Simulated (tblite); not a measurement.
# C6H14BBr: the cost of one run

Programs: tblite 0.8.0 and PySCF 2.14.0. All values are calculated, for the isolated system unless a continuum is named. Atoms count from 0, parts from 1.

## 1. The system as given

22 atoms, charge 0, multiplicity 1; geometry: rigid parts in contact. Parts: 1 = atoms 0–16, `C[C+](C)[C@@H]1C[C@@H]1Br`, charge 1; 2 = atoms 17–21, `[BH4-]`, charge -1.

## 2. Docking the parts with GFN2-xTB

Job settings and geometry (Å):

```
{"job": {"kind": "dock", "xc": "GFN2-xTB", "basis": "xTB"}, "charge": 0, "multiplicity": 1, "parts": [{"atoms": "0-16", "charge": 1, "multiplicity": 1}, {"atoms": "17-21", "charge": -1, "multiplicity": 1}]}
C     -1.227602     0.924200     0.536779
C     -0.652985    -0.166883    -0.229414
C     -1.513997    -0.870081    -1.180347
C      0.703640    -0.561928    -0.120835
C      1.559211    -0.362200     1.136323
C      1.904442     0.458591    -0.022649
Br     1.634638     2.346539    -0.049776
H     -2.314824     0.892966     0.545377
H     -0.837570     1.011582     1.548970
H     -0.936893     1.865362     0.039734
H     -0.964137    -1.403574    -1.951848
H     -2.247782    -0.198227    -1.625630
H     -2.101059    -1.613171    -0.627826
H      0.968930    -1.426658    -0.720380
H      2.200160    -1.192728     1.396339
H      1.091567     0.113024     1.986137
H      2.734261     0.183186    -0.660953
B     -0.978000    -0.755292     3.628224
H     -1.718906    -0.764497     4.608117
H     -1.468708    -1.444495     2.737377
H      0.119791    -1.209990     3.940597
H     -0.844178     0.398250     3.226548
```

Level: GFN2-xTB search for minima from random contacts, gas phase.

Command:

```
$ OMP_NUM_THREADS=1 python cluster_run.py task.json out
```

This one command runs all jobs of the session in turn.

**Question.** How long does this first job take on 1 thread of Intel Xeon 6975P-C, shared host?

About 7.5 s.
